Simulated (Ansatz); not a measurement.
# GeH3Cl: taking an electron away

Aim: the vertical ionisation energy of GeH3Cl, as cation minus neutral at the neutral's geometry, on several levels, and how well −ε(HOMO) stands in for it.

Program: Ansatz 0.2.0, Gaussian basis. Level of theory: unrestricted cation, the program's frozen cores in correlated methods. These are calculated values, not measurements.

The runs, in order: UKS PBE-D4/def2-TZVPP; UKS r2SCAN-D4/def2-TZVPP; UKS PBE0-D4/def2-TZVPP; UKS B3LYP-D4/def2-TZVPP; UKS wB97X-V/def2-TZVPP; UKS wB97M-V/def2-TZVPP; UKS B2PLYP/def2-TZVPP; UHF-CCSD(T)/def2-TZVPP; UHF-MP2/def2-QZVPP; extrapolation to the limit; then −ε(HOMO) from the neutral's earlier runs with LDA (SPW92), PBE-D4, revPBE-D4, BLYP-D4, r2SCAN-D4, B97M-V, PBE0-D4, B3LYP-D4, r2SCANh-D4, r2SCAN0-D4, HSE06-D4, BHLYP-D4, CAM-B3LYP-D4, LC-ωPBE, ωB97X-V, ωB97M-V.

### 1 The geometry

An earlier PBE0-D4 in a triple-zeta def2 set relaxation fixed the geometry.

SMILES `[Cl][GeH3]`, 5 atoms, charge 0, spin multiplicity 1.

Atoms are counted from 1 here; the program's logs count them from 0.

Bond lengths: Cl1–Ge2 2.155 Å, Ge2–H3 1.532 Å, Ge2–H4 1.532 Å, Ge2–H5 1.532 Å. Angles: Cl1–Ge2–H3 107.1°, Cl1–Ge2–H4 107.1°, Cl1–Ge2–H5 107.1°, H3–Ge2–H4 111.7°, H3–Ge2–H5 111.7°, H4–Ge2–H5 111.7°.

### 2 Cation, UKS PBE-D4/def2-TZVPP

Input file in.yaml:

```yaml
crystal:
  periodic: [false, false, false]
  atoms:
    - {symbol: Cl, position_ang: [-1.875834, -0.025110, 0.641260]}
    - {symbol: Ge, position_ang: [0.161847, -0.013883, -0.060597]}
    - {symbol: H, position_ang: [0.160355, 0.656169, -1.438094]}
    - {symbol: H, position_ang: [0.618957, -1.473716, -0.140635]}
    - {symbol: H, position_ang: [0.984474, 0.782939, 0.956666]}
basis:
  gaussian: {orbitals: def2-TZVPP}
total_charge: 1
magnetization: {spin_polarized: true, initial_magnetization: 1}
hamiltonian: {xc: pbe, dispersion: d4}
```

The runs that follow: Cation, UKS r2SCAN-D4/def2-TZVPP; Cation, UKS PBE0-D4/def2-TZVPP; Cation, UKS B3LYP-D4/def2-TZVPP; Cation, UKS wB97X-V/def2-TZVPP; Cation, UKS wB97M-V/def2-TZVPP; Cation, UKS B2PLYP (frozen core)/def2-TZVPP; Cation, UHF-CCSD(T)/def2-TZVPP; Cation, UHF-MP2/def2-QZVPP.

**Question.** What will the summary of the whole plan be? Wanted: ionisation energy, CCSD(T)/CBS; nearest functional by difference; nearest −ε(HOMO); −ε(HOMO) of PBE; T1 of the cation.

The runs gave:

| quantity | value |
| --- | --- |
| ionisation energy, CCSD(T)/CBS | 11.53 eV |
| nearest functional by difference | ωB97X-V (-0.12 eV) |
| nearest −ε(HOMO) | LC-ωPBE (+0.03 eV) |
| −ε(HOMO) of PBE | 7.39 eV |
| T1 of the cation | 0.030 |

In words: Energy differences with functionals land within 0.64 eV of the reference. The PBE orbital energy is 4.1 eV too small: a semilocal HOMO is no ionisation energy. Among orbital estimates LC-ωPBE comes nearest. Hartree-Fock falls 1.03 eV short, as the neutral has more correlation energy than the cation. The cation's T1 (from the report) is 0.030, near the customary mark of 0.045 for open shells, so the coupled-cluster value is less safe. Correlated methods include outer-core shells of Ge, which these sets cover unevenly. With outer-core shells in play the reference is unsure by up to some tenths of an eV, so close misses can't be ranked.
